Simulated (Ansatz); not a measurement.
**CH₆Cl₂O₄Si₂: one species, many methods**

One table from this session's results is given with a row withheld; the runs are named, their logs left out.

Method: functionals in def2-TZVPP, the program's frozen cores in correlated methods; program: Ansatz 0.2.0, Gaussian basis.

Levels to be run: LDA (SPW92), PBE-D4, revPBE-D4, BLYP-D4, r2SCAN-D4, B97M-V, PBE0-D4, B3LYP-D4, r2SCANh-D4, r2SCAN0-D4, HSE06-D4, BHLYP-D4, CAM-B3LYP-D4, LC-ωPBE, ωB97X-V, ωB97M-V, B2PLYP, PBE-QIDH; CCSD(T)/def2-SVP; MP2/def2-TZVPP; MP2/def2-QZVPP; RPA on PBE.

1 further run of the same task is left out (it didn't finish).

### Structure used throughout

All runs share one geometry, relaxed beforehand with PBE0-D4 in a triple-zeta def2 set.

SMILES `O[Si](O)(Cl)C[Si](O)(O)Cl`, 15 atoms, charge 0, spin multiplicity 1.

Atoms are counted from 1 here; the program's logs count them from 0.

Bond lengths: O1–Si2 1.622 Å, O1–H10 0.959 Å, Si2–O3 1.626 Å, Si2–Cl4 2.082 Å, Si2–C5 1.846 Å, O3–H11 0.962 Å, C5–Si6 1.846 Å, C5–H12 1.096 Å, C5–H13 1.096 Å, Si6–O7 1.622 Å, Si6–O8 1.626 Å, Si6–Cl9 2.082 Å, O7–H14 0.959 Å, O8–H15 0.962 Å. Angles: Si2–O1–H10 118.3°, O1–Si2–O3 108.5°, O1–Si2–Cl4 109.1°, O1–Si2–C5 108.9°, O3–Si2–Cl4 108.0°, O3–Si2–C5 114.2°, Cl4–Si2–C5 108.0°, Si2–O3–H11 116.6°, Si2–C5–Si6 116.5°, Si2–C5–H12 108.8°, Si2–C5–H13 107.4°, Si6–C5–H12 107.4°, Si6–C5–H13 108.8°, H12–C5–H13 107.6°, C5–Si6–O7 108.9°, C5–Si6–O8 114.2°, C5–Si6–Cl9 108.0°, O7–Si6–O8 108.5° and more.

The first run:

in.yaml

```yaml
crystal:
  periodic: [false, false, false]
  atoms:
    - {symbol: O, position_ang: [-0.384159, -0.689104, -2.878514]}
    - {symbol: Si, position_ang: [0.330678, -0.561982, -1.427681]}
    - {symbol: O, position_ang: [1.039720, -1.982268, -1.075238]}
    - {symbol: Cl, position_ang: [1.816260, 0.893502, -1.524455]}
    - {symbol: C, position_ang: [-0.923386, -0.015372, -0.188804]}
    - {symbol: Si, position_ang: [-0.274227, 0.562972, 1.439199]}
    - {symbol: O, position_ang: [-1.504696, 0.657487, 2.492326]}
    - {symbol: O, position_ang: [0.470268, 2.007561, 1.383967]}
    - {symbol: Cl, position_ang: [1.100135, -0.844699, 2.120647]}
    - {symbol: H, position_ang: [0.120988, -1.063166, -3.602736]}
    - {symbol: H, position_ang: [1.464309, -2.050552, -0.215125]}
    - {symbol: H, position_ang: [-1.510283, 0.804360, -0.617808]}
    - {symbol: H, position_ang: [-1.605004, -0.856243, -0.019151]}
    - {symbol: H, position_ang: [-1.336460, 1.042381, 3.354384]}
    - {symbol: H, position_ang: [1.195849, 2.095114, 0.758988]}
basis:
  gaussian: {orbitals: def2-TZVPP}
hamiltonian: {xc: lda}
output: {orbitals: {seedname: orbitals}}
```

Among the steps run: LDA; PBE-D4 (GGA); revPBE-D4 (GGA); BLYP-D4 (GGA); r2SCAN-D4 (meta-GGA); B97M-V (meta-GGA); PBE0-D4 (hybrid); B3LYP-D4 (hybrid); r2SCANh-D4 (hybrid); r2SCAN0-D4 (hybrid); HSE06-D4 (hybrid); BHLYP-D4 (hybrid); CAM-B3LYP-D4 (range-separated); LC-ωPBE (range-separated); ωB97X-V (range-separated); ωB97M-V (range-separated); B2PLYP (double hybrid); PBE-QIDH (double hybrid).

One table of the session follows, with a row left open; its other results are not shown here.

It belongs to the step «Orbital energies across the functionals». 

| functional | HOMO (eV) | LUMO (eV) | gap (eV) |
| --- | --- | --- | --- |
| LDA (SPW92) | -7.78 | -0.81 | 6.97 |
| PBE-D4 | -7.59 | -0.59 | 7.00 |
| revPBE-D4 | -7.52 | -0.47 | 7.05 |
| BLYP-D4 | ? | ? | ? |
| r2SCAN-D4 | -8.00 | 0.03 | 8.03 |
| B97M-V | -8.08 | -0.30 | 7.79 |
| PBE0-D4 | -9.16 | 0.31 | 9.47 |
| B3LYP-D4 | -8.88 | -0.04 | 8.84 |
| r2SCANh-D4 | -8.58 | 0.30 | 8.89 |
| r2SCAN0-D4 | -9.43 | 0.70 | 10.13 |
| HSE06-D4 | -8.75 | -0.06 | 8.70 |
| BHLYP-D4 | -10.53 | 1.02 | 11.55 |
| CAM-B3LYP-D4 | -10.58 | 1.12 | 11.70 |
| LC-ωPBE | -11.99 | 2.49 | 14.48 |
| ωB97X-V | -11.62 | 2.24 | 13.86 |
| ωB97M-V | -11.47 | 1.82 | 13.28 |

Estimate the missing values for BLYP-D4.

Worked estimate for «HOMO (eV)». Against the share of exact exchange, B3LYP-D4 (0.2, -8.88), BHLYP-D4 (0.5, -10.53) give a slope of -5.50 per unit share; at 0 the line stands at -7.78.

The run gave: HOMO (eV): -7.46; LUMO (eV): -0.59; gap (eV): 6.87. In «HOMO (eV)» the line misses by -0.32.
